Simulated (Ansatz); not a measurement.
# AlCu: energy and stress against strain

Aim: for AlCu, strain the cell along the Voigt pattern (0, 0, 0, 0, 0, 1).

Method: DFT PBEsol, scalar-relativistic, plane waves, PAW, in Ansatz 0.2.0.

### 1 The structure to begin with

Symmetry: Pm-3m, No. 221, cubic system. Conventional cell: a = 2.998 Å, b = 2.998 Å, c = 2.998 Å, α = 90.00°, β = 90.00°, γ = 90.00°. Around Al (site symmetry m-3m) lie 8 Cu at 2.60 Å. Cu (site symmetry m-3m) is surrounded by 8 Al at 2.60 Å.

Structure file:

```cif
data_structure
_symmetry_space_group_name_H-M 'P 1'
_symmetry_Int_Tables_number 1
_cell_length_a 2.9975
_cell_length_b 2.9975
_cell_length_c 2.9975
_cell_angle_alpha 90.000
_cell_angle_beta 90.000
_cell_angle_gamma 90.000
_cell_volume 26.93
loop_
_atom_site_label
_atom_site_type_symbol
_atom_site_fract_x
_atom_site_fract_y
_atom_site_fract_z
_atom_site_occupancy
Al1 Al 0.00000 0.00000 0.00000 1
Cu1 Cu 0.50000 0.50000 0.50000 1
```

It goes back to an entry of the Materials Project, which need not be the stable form.

The cell is taken as given, not relaxed at this level.

### 2 The reference cell

Reference values: F = -7113.6241 eV; pressure -4.85 GPa; largest force 0.000 eV/Å; gap on the mesh none (metal). It was computed beforehand with the settings of the runs below.

### 3 The scan: energy and stress against strain

The cell is strained by ε times the Voigt pattern (0, 0, 0, 0, 0, 1) (xx, yy, zz, yz, xz, xy; engineering shear), with fractional coordinates fixed (clamped ions). The stress on the pattern is the sum of the stress components weighted by it, tension positive.

### 4 Point ε = -0.0600

The input, input.yaml:

```yaml
crystal:
  lattice:
    - [2.997509, -0.08992527, 0.0]
    - [-0.08992527, 2.997509, 0.0]
    - [0.0, 0.0, 2.997509]
  atoms:
    - { symbol: Al, position: [0.0, 0.0, 0.0] }
    - { symbol: Cu, position: [0.5, 0.5, 0.5] }
basis:
  ecutwfc: 420
kpoints:
  mp_grid: { grid: [16, 16, 16] }
hamiltonian:
  xc: pbesol
scf:
  occupations: { method: gaussian, width: 0.15 }
output:
  forces: true
  stress: true
  eigenvalues: true
  write_density: true
  write_potential: true
  elf: true
  volumetric_format: npy
```

Command:

```
> ansatz run input.yaml --threads 1 --pin off --max-ram 2560MiB --backend cpu --events-out ev --progress --plain --runs-dir out
```

### 5 ε = 0.0450

input.yaml: that of step 4 with these lines changed.

```diff
@@ -2,4 +2,4 @@
   lattice:
-    - [2.997509, -0.08992527, 0.0]
-    - [-0.08992527, 2.997509, 0.0]
+    - [2.997509, 0.0674439525, 0.0]
+    - [0.0674439525, 2.997509, 0.0]
     - [0.0, 0.0, 2.997509]
@@ -20,5 +20 @@
   eigenvalues: true
-  write_density: true
-  write_potential: true
-  elf: true
-  volumetric_format: npy
```

### 6 At ε = -0.0300

input.yaml: that of step 5 with these lines changed.

```diff
@@ -2,4 +2,4 @@
   lattice:
-    - [2.997509, 0.0674439525, 0.0]
-    - [0.0674439525, 2.997509, 0.0]
+    - [2.997509, -0.044962635, 0.0]
+    - [-0.044962635, 2.997509, 0.0]
     - [0.0, 0.0, 2.997509]
@@ -20 +20,5 @@
   eigenvalues: true
+  write_density: true
+  write_potential: true
+  elf: true
+  volumetric_format: npy
```

### 7 ε = 0.0150

input.yaml: that of step 6 with these lines changed.

```diff
@@ -2,4 +2,4 @@
   lattice:
-    - [2.997509, -0.044962635, 0.0]
-    - [-0.044962635, 2.997509, 0.0]
+    - [2.997509, 0.0224813175, 0.0]
+    - [0.0224813175, 2.997509, 0.0]
     - [0.0, 0.0, 2.997509]
@@ -20,5 +20 @@
   eigenvalues: true
-  write_density: true
-  write_potential: true
-  elf: true
-  volumetric_format: npy
```

### 8 At ε = 0.0525

input.yaml: that of step 7 with these lines changed.

```diff
@@ -2,4 +2,4 @@
   lattice:
-    - [2.997509, 0.0224813175, 0.0]
-    - [0.0224813175, 2.997509, 0.0]
+    - [2.997509, 0.0786846112, 0.0]
+    - [0.0786846112, 2.997509, 0.0]
     - [0.0, 0.0, 2.997509]
```

### 9 Point ε = 0.0375

input.yaml: that of step 8 with these lines changed.

```diff
@@ -2,4 +2,4 @@
   lattice:
-    - [2.997509, 0.0786846112, 0.0]
-    - [0.0786846112, 2.997509, 0.0]
+    - [2.997509, 0.0562032938, 0.0]
+    - [0.0562032938, 2.997509, 0.0]
     - [0.0, 0.0, 2.997509]
```

### 10 Point ε = 0.0225

input.yaml: that of step 9 with these lines changed.

```diff
@@ -2,4 +2,4 @@
   lattice:
-    - [2.997509, 0.0562032938, 0.0]
-    - [0.0562032938, 2.997509, 0.0]
+    - [2.997509, 0.0337219762, 0.0]
+    - [0.0337219762, 2.997509, 0.0]
     - [0.0, 0.0, 2.997509]
@@ -20 +20,5 @@
   eigenvalues: true
+  write_density: true
+  write_potential: true
+  elf: true
+  volumetric_format: npy
```

### 11 ε = 0.0075

input.yaml: that of step 10 with these lines changed.

```diff
@@ -2,4 +2,4 @@
   lattice:
-    - [2.997509, 0.0337219762, 0.0]
-    - [0.0337219762, 2.997509, 0.0]
+    - [2.997509, 0.0112406588, 0.0]
+    - [0.0112406588, 2.997509, 0.0]
     - [0.0, 0.0, 2.997509]
@@ -20,5 +20 @@
   eigenvalues: true
-  write_density: true
-  write_potential: true
-  elf: true
-  volumetric_format: npy
```

(Steps that only read results are left out.)

Before running it: what results should come out? Wanted: slope of the stress at ε = 0, from the points at -0.0300, 0 and 0.0075.

As calculated:

```
                                                              quantity   value
slope of the stress at ε = 0, from the points at -0.0300, 0 and 0.0075  29 GPa
```

From the stress slope, C66 is about 29 GPa with the ions clamped; letting the atoms relax could not make it stiffer. The step is wide, so higher orders mix in. The reference stands under -4.8 GPa, so this is no zero-stress constant. No sampled point lies below the undisturbed cell.
